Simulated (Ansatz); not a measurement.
**U-wB97M-V/STO-3G run of SiHClF (SMILES F[SiH]Cl)**

Aim: the electronic atomisation energy of SiHClF at U-wB97M-V/STO-3G, from 5 runs. 

The results are computed with Ansatz 0.2.0.

76 further runs of the same task are left out: 16 that didn't finish, 60 set aside as unsound or not needed.

## (1) The molecule

SiHClF has 4 atoms, charge 0, and is taken as a doublet. As SMILES, `F[SiH]Cl`. The coordinates come from a GFN2-xTB relaxation.

Bond lengths: F1–Si2 1.620 Å, Si2–Cl3 2.009 Å, Si2–H4 1.445 Å. Angles: F1–Si2–Cl3 105.9°, F1–Si2–H4 102.9°, Cl3–Si2–H4 115.7°.

## (2) The energy at U-wB97M-V/STO-3G

Contents of molecule.yaml:

```yaml
crystal:
  periodic: [false, false, false]
  atoms:
    - {symbol: F, position_ang: [-0.992950, -0.342310, 1.062500]}
    - {symbol: Si, position_ang: [-0.204890, -0.223210, -0.347440]}
    - {symbol: Cl, position_ang: [1.732630, -0.546640, 0.075470]}
    - {symbol: H, position_ang: [-0.534790, 1.112160, -0.790530]}
basis:
  gaussian:
    orbitals: STO-3G
magnetization:
  spin_polarized: true
  initial_magnetization: 1
hamiltonian:
  xc: {name: wB97M-V}
accuracy: high
```

On the command line:

```console
ansatz run molecule.yaml --threads 1 --pin off --max-ram 2610MiB --events-out events.jsonl --progress --plain --runs-dir runs
```

Log:

```text
Warning: RAYON_NUM_THREADS=1 ignored (pool sized by the plan → 1); use --threads N
Functional definition: wB97M-V
  name "wB97M-V"
  parameter omega = 0.3/bohr
  parameter cx = 0.15
  parameter cx01 = 1.007
  parameter cx10 = 0.259
  parameter css00 = 0.443
  parameter css04 = -1.437
  parameter css10 = -4.535
  parameter css20 = -3.390
  parameter css43 = 4.278
  parameter cos00 = 1.000
  parameter cos10 = 1.358
  parameter cos20 = 2.924
  parameter cos21 = -8.812
  parameter cos60 = -1.390
  parameter cos61 = 9.142
  parameter b = 6.0
  parameter c = 0.01
  gx(w, u) = 1 - cx + cx01*u + cx10*w
  gss(w, u) = css00 + css04*u^4 + css10*w + css20*w^2 + css43*w^4*u^3
  gos(w, u) = cos00 + cos10*w + (cos20 + cos21*u)*w^2 + (cos60 + cos61*u)*w^6
  exchange = spin_sum(e_x_unif_sr(omega)*gx(b97_w, b97_u_x)) + cx*exact_x_sr(omega) + exact_x_lr(omega)
  correlation = spin_sum(e_c_pw_mod_same_spin*gss(b97_w, b97_u_same))
      + integral(e_c_pw_mod_opposite_spin*gos(b97_w_opposite, b97_u_opposite)) + vv10(b, c)
435 factors; integrals over basis functions are off by at most 2.6e-8 eV
151 factors; integrals over basis functions are off by at most 8.1e-10 eV
mean field evaluation 1: about -22866.1054 eV, gradient 1.5e1 eV
mean field evaluation 2: about -22867.5043 eV, gradient 1.2e1 eV
mean field evaluation 4: about -22868.3670 eV, gradient 3.7e-1 eV
mean field evaluation 8: about -22868.3637 eV, gradient 6.4e-3 eV
mean field evaluation 16: about -22868.3637 eV, gradient 9.0e-6 eV
mean field -22868.36371595 eV, -840.3968658273 hartree, gradient 2.0e-8 eV, S^2 0.751285; 0 other end points of the search recorded, 0 dependent functions left out
reference -22868.36371789 eV, -840.3968658990 hartree; 21, 20 occupied and 3, 4 virtual orbitals, 435 factors
Total energy: -22868.36371789 eV, -840.3968658990 hartree
```

Run time: 32 s. Hardware: 1 thread of Arm Neoverse V1, shared host; peak memory 0.52 GiB.

## (3) The Cl atom at the same level

Contents of job.yaml:

```yaml
crystal:
  periodic: [false, false, false]
  atoms:
    - symbol: Cl
      position_ang: [0.000000, 0.000000, 0.000000]
basis:
  gaussian: {orbitals: STO-3G}
magnetization: {spin_polarized: true, initial_magnetization: 1}
hamiltonian: {xc: {name: wB97M-V}}
accuracy: high
```

Run the same way, it converges to -455.16968 Eh (log not shown).

## (4) The F atom, same level

Contents of input.yaml:

```yaml
crystal:
  periodic: [false, false, false]
  atoms:
    - {symbol: F, position_ang: [0.000000, 0.000000, 0.000000]}
basis:
  gaussian:
    orbitals: STO-3G
magnetization:
  spin_polarized: true
  initial_magnetization: 1
hamiltonian:
  xc: {name: wB97M-V}
accuracy: high
```

Run the same way, it converges to -98.28239 Eh (log not shown).

## (5) The H atom

Contents of job.yaml:

```yaml
crystal:
  periodic: [false, false, false]
  atoms:
    - {symbol: H, position_ang: [0.000000, 0.000000, 0.000000]}
basis:
  gaussian:
    orbitals: STO-3G
hamiltonian:
  xc: {name: wB97M-V}
magnetization:
  spin_polarized: true
  initial_magnetization: 1
accuracy: high
```

On the command line:

```console
ansatz run job.yaml --threads 1 --pin off --max-ram 2610MiB --events-out events.jsonl --progress --plain --runs-dir runs
```

Log, shortened:

```text
Warning: RAYON_NUM_THREADS=1 ignored (pool sized by the plan → 1); use --threads N
[... 2 set-up lines as earlier in the session ...]
[...]
  gx(w, u) = 1 - cx + cx01*u + cx10*w
  gss(w, u) = css00 + css04*u^4 + css10*w + css20*w^2 + css43*w^4*u^3
  gos(w, u) = cos00 + cos10*w + (cos20 + cos21*u)*w^2 + (cos60 + cos61*u)*w^6
[...]
      + integral(e_c_pw_mod_opposite_spin*gos(b97_w_opposite, b97_u_opposite)) + vv10(b, c)
1 factors; integrals over basis functions are off by at most 4.6e-10 eV
1 factors; integrals over basis functions are off by at most 2.9e-10 eV
[...]
mean field -12.42314868 eV, -0.4565422933 hartree, gradient 0.0e0 eV, S^2 0.750000; 0 other end points of the search recorded, 0 dependent functions left out
reference -12.42314998 eV, -0.4565423410 hartree; 1, 0 occupied and 0, 1 virtual orbitals, 1 factors
Total energy: -12.42314998 eV, -0.4565423410 hartree
```

It took 0.3 s on 1 thread of Arm Neoverse V1, shared host.

## (6) The Si atom, same level

Contents of molecule.yaml:

```yaml
crystal:
  periodic: [false, false, false]
  atoms:
    - symbol: Si
      position_ang: [0.000000, 0.000000, 0.000000]
basis:
  gaussian:
    orbitals: STO-3G
magnetization:
  spin_polarized: true
  initial_magnetization: 2
hamiltonian:
  xc: {name: wB97M-V}
accuracy: high
```

On the command line:

```console
ansatz run molecule.yaml --threads 1 --pin off --max-ram 2610MiB --events-out events.jsonl --progress --plain --runs-dir runs
```

Log, shortened:

```text
Warning: RAYON_NUM_THREADS=1 ignored (pool sized by the plan → 1); use --threads N
[... 2 set-up lines as earlier in the session ...]
[...]
  gx(w, u) = 1 - cx + cx01*u + cx10*w
  gss(w, u) = css00 + css04*u^4 + css10*w + css20*w^2 + css43*w^4*u^3
  gos(w, u) = cos00 + cos10*w + (cos20 + cos21*u)*w^2 + (cos60 + cos61*u)*w^6
[...]
      + integral(e_c_pw_mod_opposite_spin*gos(b97_w_opposite, b97_u_opposite)) + vv10(b, c)
42 factors; integrals over basis functions are off by at most 2.5e-9 eV
29 factors; integrals over basis functions are off by at most 4.1e-10 eV
[...]
mean field -7781.55893940 eV, -285.9670164927 hartree, gradient 6.5e-9 eV, S^2 2.000002; 0 other end points of the search recorded, 0 dependent functions left out
reference -7781.55894108 eV, -285.9670165546 hartree; 8, 6 occupied and 1, 3 virtual orbitals, 42 factors
Total energy: -7781.55894108 eV, -285.9670165546 hartree
```

Wall time 3.3 s (1 thread of Arm Neoverse V1, shared host); peak memory 0.22 GiB.

## (7) Results

Level: U-wB97M-V/STO-3G.

| quantity | value |
| --- | --- |
| molecule: total energy | -840.39687 Eh |
| molecule: ⟨S²⟩ | 0.751 |
| Cl atom: total energy | -455.16968 Eh |
| Cl atom: ⟨S²⟩ | 0.750 |
| F atom: total energy | -98.28239 Eh |
| F atom: ⟨S²⟩ | 0.750 |
| H atom: total energy | -0.45654 Eh |
| H atom: ⟨S²⟩ | 0.750 |
| Si atom: total energy | -285.96702 Eh |
| Si atom: ⟨S²⟩ | 2.000 |
| electronic atomisation energy | 14.183 eV |

**Reading.** Taking the molecule apart into free atoms costs 14.18 eV (327 kcal/mol), before zero-point energy and without spin-orbit coupling. In a minimal basis such a difference can be off by several eV, whatever the method.
